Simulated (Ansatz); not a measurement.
# C₃H₆O, SMILES C=COC: energies of removing a hydrogen

Computed with Ansatz's Python interface.

`bde_c3h6o.py`:
```python
# -*- coding: utf-8 -*-
'''X-H bond energies of C3H6O without relaxation.'''

import ansatz as az


def energy(molecule, charge=0, unpaired=0):
    calc = (
        molecule.calculation()
        .basis(gaussian='cc-pVTZ')
        .functional('cam_b3lyp')
    )
    if charge:
        calc = calc.charge(charge)
    if unpaired:
        calc = calc.spin('collinear', total=unpaired)
    report = calc.run(threads=1, pin='off').report
    if report['published_state_doubts']:
        print('  doubts:', report['published_state_doubts'])
    return report['free_energy_ev']

GEOMETRY = '''
C     0.08930    1.32020    0.58290
C    -0.94140    0.48840    0.30850
O    -0.88710   -0.75900   -0.24310
C     0.51780   -1.22220   -0.57540
H     1.08730    1.15500    0.35260
H    -0.19890    2.34640    1.00440
H    -1.95100    0.72110    0.52400
H     0.37590   -2.22280   -0.99260
H     0.90550   -0.58190   -1.29620
H     1.08570   -1.29640    0.33790
'''

def without(molecule, index):
    rest = az.Crystal.molecule()
    for i, site in enumerate(molecule.cartesian_sites):
        if i != index:
            rest = rest.atom(site.symbol, site.position_ang)
    return rest


def main():
    geometry = az.Crystal.molecule()
    for line in GEOMETRY.strip().splitlines():
        symbol, *xyz = line.split()
        geometry = geometry.atom(symbol, [float(v) for v in xyz])

    whole = energy(geometry, 0)
    hydrogen = energy(az.Crystal.molecule().atom('H', (0, 0, 0)), 0, 1)
    print(f'E(molecule) = {whole:.5f} eV, E(H) = {hydrogen:.5f} eV')
    for index in [5, 6, 9]:
        radical = energy(without(geometry, index), 0, 1)
        print(f'H{index}: homolysis {23.060548 * (radical + hydrogen - whole):.1f} kcal/mol')


if __name__ == '__main__':
    main()
```

Output of `python bde_c3h6o.py`:
```text
E(molecule) = -5253.98021 eV, E(H) = -13.57340 eV
H5: homolysis 121.3 kcal/mol
H6: homolysis 118.9 kcal/mol
H9: homolysis 114.4 kcal/mol
```

Reading the output:
- Total energies depend on the basis set; only differences at equal settings carry meaning.
- The geometry is a force-field or estimated start, not a minimum of this method, and the basis set is short of its limit. All parts are taken at fixed geometry, without zero-point energy.
- Hardware and time: 32 s on 1 thread of Arm Neoverse V2 (shared host), peak memory 0.52 GiB.
